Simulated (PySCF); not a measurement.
Input of a PySCF 2.14.0 run:

Contents of run.py:

```python
import json
import numpy as np
from pyscf.pbc import gto, scf, dft, df

cell = gto.Cell()
cell.basis = 'pob-tzvp-rev2'
cell.fromfile('N.xyz')
cell.exp_to_discard = 0
cell.precision = 1e-08
cell.max_memory = 2520  # MB
cell.verbose = 4
cell.build()

res = {}
from pyscf.dispersion import dftd3
d = dftd3.DFTD3Dispersion(cell, xc='rscan', version='d3bj', atm=False).get_dispersion(grad=True)
print('dispersion energy = %.10f' % d['energy'])
res['e_disp'] = float(d['energy'])

kpts = cell.make_kpts([1, 1, 1])
mf = dft.KRKS(cell, kpts, xc='MGGA_X_RSCAN,MGGA_C_RSCAN')
mf = mf.density_fit()
mf.with_df._cderi = 'cderi.h5'  # three-centre integrals saved by an earlier run on this cell, basis and mesh
mf.conv_tol = 1e-07
mf.max_cycle = 60

mf.kernel()
res.update(converged=bool(mf.converged), e_tot=mf.e_tot, nelec=cell.nelectron, nao=cell.nao, mesh=list(map(int, cell.mesh)), a=cell.lattice_vectors().tolist(), coords=cell.atom_coords().tolist(),
           mo_energy=[np.real(x).tolist() for x in mf.mo_energy], mo_occ=[np.real(x).tolist() for x in mf.mo_occ])
res.update(kpts=cell.get_scaled_kpts(kpts).tolist())
res['parts'] = {k: float(np.real(v)) for k, v in mf.scf_summary.items() if np.isscalar(v)}
json.dump(res, open('results.json', 'w'))
if not mf.converged:
    raise SystemExit('SCF not converged')

print('levels (eV)')
for i, kp in enumerate(res['kpts'][:40]):
    print('k %7.4f %7.4f %7.4f  ' % tuple(kp), ' '.join('%.3f' % (x * 27.211386) for x in res['mo_energy'][i][:12]))

# Mulliken populations
dm, s = np.asarray(mf.make_rdm1()), np.asarray(mf.get_ovlp())
sites = cell.aoslice_by_atom()[:, 2:]
tot = np.einsum('kij,kji->i', dm, s).real / len(kpts)
res['mulliken'] = [cell.atom_charge(i) - tot[a0:a1].sum() for i, (a0, a1) in enumerate(sites)]
print('Mulliken charges', np.round(res['mulliken'], 5))
res['meta_lowdin'] = mf.mulliken_meta()[1].tolist()
res['done'] = True
json.dump(res, open('results.json', 'w'))
```

N.xyz

```xyz
2
Lattice="10.0000000000 0.0000000000 0.0000000000 0.0000000000 10.0000000000 0.0000000000 0.0000000000 0.0000000000 10.0000000000" Properties=species:S:1:pos:R:3 pbc="T T T"
N      5.4407800000      4.9003600000      5.3310000000
N      4.5956200000      5.1812900000      4.7717500000
```

Potentials or basis: pob-tzvp-rev2 (all-electron).

Launch:

```console
$ OMP_NUM_THREADS=2 python -u run.py > log
```

**Question.** Estimate the dispersion energy per atom.

**Answer.** -0.002 eV.

**Question.** Predict the gap between the frontier levels.

**Answer.** 9.51 eV.

Caveat: these D3(BJ) parameters were fitted with the three-body term, which the run leaves out; this is a molecule in a periodic box at the Γ point, so its band gap is the HOMO-LUMO gap; the energy listed adds the dispersion energy to the SCF energy of the log; the basis of atomic orbitals isn't converged, which shifts pressures, moduli and gaps.
